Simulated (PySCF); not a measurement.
# F3H2LaO (La(F)3(H2O)): the cost of one run

Computed with PySCF 2.14.0. Level: several levels, as the steps say, no spin–orbit coupling.

1 further run of the same task is left out (for a known fault of the program).

**1. Starting geometry**

7 atoms, charge 0, spin multiplicity 1.

Bond lengths: La1–F2 2.158 Å, La1–F3 2.155 Å, La1–F4 2.158 Å, La1–O5 2.611 Å, O5–H6 0.965 Å, O5–H7 0.965 Å. Angles: F2–La1–F3 115.4°, F2–La1–F4 117.2°, F2–La1–O5 100.9°, F3–La1–F4 115.4°, F3–La1–O5 103.3°, F4–La1–O5 100.9°, La1–O5–H6 127.0°, La1–O5–H7 127.0°, H6–O5–H7 105.9°.

As a file:

```xyz
7

La    0.0921   -0.1020    0.1020
F     1.1850    1.3882    1.2165
F    -1.3418   -1.2392    1.2392
F     1.1850   -1.2165   -1.3882
O    -1.4035    1.4115   -1.4115
H    -1.7308    2.2961   -1.2065
H    -1.7308    1.2065   -2.2961
```

Formal oxidation states: La +3. An earlier session relaxed this geometry at PBE0, La def2-SVP with ECP46, F def2-SVP, O def2-SVP, H def2-SVP (singlet, point group Cs).

At PBE0 on the finer grid: E = -407.154699 Eh, HOMO -8.98 eV, LUMO -1.29 eV, Mulliken charge on La1 +1.22 e, largest force component 0.010 eV/Å. 

Levels to run: TPSSh; wB97X; PBE0, TZVP. Hardware: 2 threads of Intel Xeon Platinum 8488C (Sapphire Rapids), shared host.

**2. TPSSh**

Contents of run.py (the lines that set the calculation):

```python
mol = gto.M(atom='''
La     0.09214    -0.10196     0.10196
F      1.18497     1.38817     1.21649
F     -1.34183    -1.23921     1.23921
F      1.18497    -1.21649    -1.38817
O     -1.40347     1.41147    -1.41147
H     -1.73075     2.29613    -1.20652
H     -1.73075     1.20652    -2.29613''',
    basis={'La': 'def2-SVP', 'F': 'def2-SVP', 'O': 'def2-SVP', 'H': 'def2-SVP'},
    ecp={'La': 'def2-SVP'},
    charge=0, spin=0)
mf = dft.RKS(mol, xc='TPSSH')
mf.grids.atom_grid = (75, 302)  # f atoms: unpruned, at least (60, 302)
mf = mf.density_fit()  # fitting sets: La def2-universal-JKFIT, F def2-universal-JKFIT, O def2-universal-JKFIT, H def2-universal-JKFIT
mf.conv_tol = 1e-08; mf.max_cycle = 55
mf.kernel(dm0)  # dm0: the density of the relaxed state
```

Started as:

```console
OMP_NUM_THREADS=2 python run.py
```

**Question.** How long does this run take on 2 threads of Intel Xeon Platinum 8488C (Sapphire Rapids), shared host?

About 6.8 s.
